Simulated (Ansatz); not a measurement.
# ZnAu, space group Pm-3m: an equation of state with a fit

Computed with the Ansatz DFT code, driven from Python.

At the Python prompt:
```pycon
>>> from dataclasses import dataclass
>>> import ansatz as az
>>> import numpy as np
>>> from scipy.optimize import curve_fit
>>> @dataclass
... class RunConfig:
...     functional: str = "pbe"
...     ecut: int = 320
...     max_scf: int = 60
...     mesh: tuple[int, ...] = (7, 7, 7)
...
>>> opts = RunConfig()
>>> vectors0 = np.array([
...     [3.147, 0.0, 0.0],
...     [0.0, 3.147, 0.0],
...     [0.0, 0.0, 3.147],
... ])
>>> sites = [
...     ("Zn", (0.5, 0.5, 0.5)),
...     ("Au", (0.0, 0.0, 0.0)),
... ]
>>> def make_crystal(cell):
...     crystal = az.Crystal(lattice=az.Lattice.of(cell))
...     for symbol, position in sites:
...         crystal = crystal.atom(symbol, position)
...     return crystal
...
>>> def vinet(v, e0, v0, b0, b1):
...     eta = (v / v0) ** (1 / 3)
...     return e0 + 2 * b0 * v0 / (b1 - 1) ** 2 * (2 - (5 + 3 * b1 * (eta - 1) - 3 * eta) * np.exp(-1.5 * (b1 - 1) * (eta - 1)))
...
>>> # uniform scaling of the cell
>>> volumes, energies = [], []
>>> for scale in np.linspace(0.88, 1.12, 7):
...     cell = vectors0 * scale ** (1 / 3)
...     job = (
...         make_crystal(cell).calculation()
...         .functional(opts.functional)
...         .basis(opts.ecut)
...         .occupations(az.OccupationsMethod.FERMI_DIRAC)
...         .scf(max_iterations=opts.max_scf)
...         .kpoints(*opts.mesh)
...     )
...     r = job.run(threads=1).report
...     volumes.append(abs(np.linalg.det(cell)) / len(sites))
...     energies.append(r["free_energy_ev"] / len(sites))
...     print(f"V = {volumes[-1]:8.4f} A^3/atom  F = {energies[-1]:.5f} eV/atom")
...
DeckWarning: basis.ecutwfc = 320 eV is below the records' recommended 420 eV, and the density's cutoff is lower with it unless basis.ecutrho_ratio is high enough to keep the records' density cutoff: compare with a run at a higher cutoff
V =  13.7133 A^3/atom  F = -8234.17138 eV/atom
V =  14.3367 A^3/atom  F = -8234.26789 eV/atom
V =  14.9600 A^3/atom  F = -8234.32730 eV/atom
V =  15.5833 A^3/atom  F = -8234.35756 eV/atom
V =  16.2067 A^3/atom  F = -8234.36495 eV/atom
V =  16.8300 A^3/atom  F = -8234.35639 eV/atom
V =  17.4533 A^3/atom  F = -8234.33336 eV/atom
>>> guess = (min(energies), volumes[int(np.argmin(energies))], 0.5, 4.5)
>>> (e0, v0, b0, b1), _ = curve_fit(vinet, np.array(volumes), np.array(energies), p0=guess, maxfev=20000)
>>> print(f"Vinet fit: V0 = {v0:.4f} A^3/atom, B0 = {160.21766 * b0:.1f} GPa, B1 = {b1:.2f}")
Vinet fit: V0 = 16.1535 A^3/atom, B0 = 116.8 GPa, B1 = 5.82
>>> print("largest residual", round(1000 * float(np.abs(vinet(np.array(volumes), e0, v0, b0, b1) - energies).max()), 3), "meV/atom")
largest residual 0.409 meV/atom
```

A third-order Birch-Murnaghan fit through the 7 points (the script's own form differs a little) has its minimum at 16.15 Å³ an atom, 3.7 % above the typed cell, with a bulk modulus of 117 GPa. From that minimum the energy rises by 194.0 meV an atom on the compressed side and 32.1 meV on the expanded side.

Caveats:
- These settings explore the input space; cutoff and mesh may be short of convergence.
- The cutoff lies under the one recommended for these potentials.
- Under the recommended cutoff a pressure can be off by several GPa, even in sign.
- For a metal this k-point mesh is coarse: on a finer one energies can move by several to tens of meV an atom and pressures by half a GPa or more, differences at one mesh by less.
- Spin-orbit coupling, which matters for elements this heavy, is left out.
- The starting cell is as deposited in a crystallographic database; the results hold for this polymorph, which needn't be the stable one.
- Warnings are shown shortened and without file and line.
- Finished in 3.3 s on 1 thread of Arm Neoverse V2 (shared host), peak memory 0.38 GiB.

(Lines on the test bed's own set-up are left out of the output.)
